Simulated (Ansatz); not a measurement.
# Cs: the cost of one run

Program: Ansatz 0.2.0 through its Python package. Level of theory: DFT PBEsol+D4, plane waves, norm-conserving potentials. These are calculated values, not measurements.

This is Cs in the hcp structure; at room conditions it is bcc.

## 1. Starting point

It takes space group P6_3/mmc (No. 194, hexagonal). The conventional cell has a = 5.566 Å, b = 5.566 Å, c = 9.258 Å, α = 90.00°, β = 90.00°, γ = 120.00°.

The script holds or builds the structure itself.

## 2. The code

vcrelax.py

```python
# -*- coding: utf-8 -*-
'''Variable-cell relaxation of Cs.'''

import warnings

import ansatz as az
from ase import Atoms
from ase.neighborlist import neighbor_list
import matplotlib.pyplot as plt
import numpy as np

def edges_and_angles(cell):
    cell = np.asarray(cell)
    a, b, c = np.linalg.norm(cell, axis=1)
    cosines = cell[1] @ cell[2] / (b * c), cell[0] @ cell[2] / (a * c), cell[0] @ cell[1] / (a * b)
    return (a, b, c, *np.degrees(np.arccos(cosines)))

warnings.simplefilter('ignore', az.DeckWarning)

xtal = (
    az.Lattice.of((5.566306, 0.0, 0.0), (-2.783153, 4.820562, 0.0), (0.0, 0.0, 9.258479))
    .atom('Cs', (1 / 3, 2 / 3, 0.25))
    .atom('Cs', (2 / 3, 1 / 3, 0.75))
)

# only the volume may change
job = (
    xtal.calculation()
    .mixing('broyden', ndim=6, beta=0.2)
    .occupations(az.OccupationsMethod.COLD, width=0.05)
    .kpoints(spacing=0.52)
    .functional('pbesol', dispersion='d4')
    .scf(max_iterations=80, extra_bands=6, lower_state_search='light')
    .pseudopotentials('nc')
    .relax(max_steps=40, fix_cell=['shape'])
)
steps = []


def collect(event):
    if event['event'] == 'relax_step':
        steps.append(event['data'])


res = job.session().plan().execute(on_event=collect)
report = res.report
print('step   energy (eV)     max comp. (eV/A)   P (GPa)  SCF')
for s in steps:
    print(f'{s["step"]:4d} {s["lagrangian_ev"]:15.5f} {s["allowed_force_max_ev_ang"]:12.4f} {s["pressure_gpa"]:10.3f} {s["n_scf"]:5d}')

first, last = steps[0], steps[-1]
symbols = [site.symbol for site in res.lattice.sites]
print(f'energy gained {first["lagrangian_ev"] - last["lagrangian_ev"]:.4f} eV in {len(steps) - 1} steps')
for label, vectors in (('before', first['cell_ang']), ('after', res.lattice.cell_ang)):
    print(label, 'a b c (A) {:.4f} {:.4f} {:.4f}  angles {:.2f} {:.2f} {:.2f}'.format(*edges_and_angles(vectors)), f' V = {abs(np.linalg.det(vectors)):.3f} A^3')
print('final stress xx yy zz (GPa, compression positive):', np.round(np.diag(report['stress_gpa']), 3) + 0.0)

change = np.array(last['positions_ang']) @ np.linalg.inv(last['cell_ang']) - np.array(first['positions_ang']) @ np.linalg.inv(first['cell_ang'])
moved = np.linalg.norm(change @ np.array(last['cell_ang']), axis=1)
print('displacement within the cell, strain taken out (A):', ' '.join(f'{s}:{d:.3f}' for s, d in zip(symbols, moved)))

final = Atoms(symbols, positions=last['positions_ang'], cell=res.lattice.cell_ang, pbc=True)
i, j, d = neighbor_list('ijd', final, 4.5)
print('neighbours within 1.2 times the shortest distance of each atom (A)')
for atom in range(len(final)):
    near = [m for m in np.argsort(d) if i[m] == atom]
    shell = [m for m in near if d[m] < 1.2 * d[near[0]]]
    print(f'{symbols[atom]}{atom} ({len(shell)}):', ', '.join(f'{symbols[j[m]]} {d[m]:.3f}' for m in shell))

fig, (top, bottom) = plt.subplots(2, 1, sharex=True, figsize=(4.5, 4))
top.plot([s['lagrangian_ev'] - last['lagrangian_ev'] for s in steps], 'o-')
top.set_ylabel('E - E(final) (eV)')
bottom.semilogy([max(s['allowed_force_max_ev_ang'], 1e-6) for s in steps], 's-')
bottom.set(xlabel='step', ylabel='largest force (eV/A)')
fig.tight_layout()
fig.savefig('relax.png', dpi=100)

print('relaxed fractional positions')
for site in res.lattice.sites:
    print(f'  {site.symbol:2s}', ' '.join(f'{v % 1:8.5f}' for v in np.round(site.position_frac, 5)))

for key in ('converged', 'n_iterations', 'n_electrons', 'n_kpoints', 'n_pw', 'n_symmetry_ops', 'free_energy_ev', 'fermi_energy_ev'):
    print(f'{key:18s} {report[key]}')
```

## 3. What the engine is handed

The engine receives this input:

```yaml
crystal:
  lattice:
    - [5.566306, 0.0, 0.0]
    - [-2.783153, 4.820562, 0.0]
    - [0.0, 0.0, 9.258479]
  atoms:
    - { symbol: Cs, position: [0.3333333333333333, 0.6666666666666666, 0.25] }
    - { symbol: Cs, position: [0.6666666666666666, 0.3333333333333333, 0.75] }
kpoints:
  mp_grid:
    kspacing: 0.52
hamiltonian:
  xc: pbesol
  dispersion: d4
  pseudopotentials:
    kind: nc
scf:
  max_iter: 80
  n_extra_bands: 6
  lower_state_search: light
  mixing:
    algorithm: broyden
    beta: 0.2
    ndim: 6
  occupations:
    method: cold
    width: 0.05
relax:
  max_steps: 40
  cell:
    fix: [shape]
```

## 4. Launch

Command:

```console
$ python vcrelax.py
```

What time and memory should one allow on 1 thread of Arm Neoverse V1, shared host?

About 12 s, with a peak of 0.6 GiB.
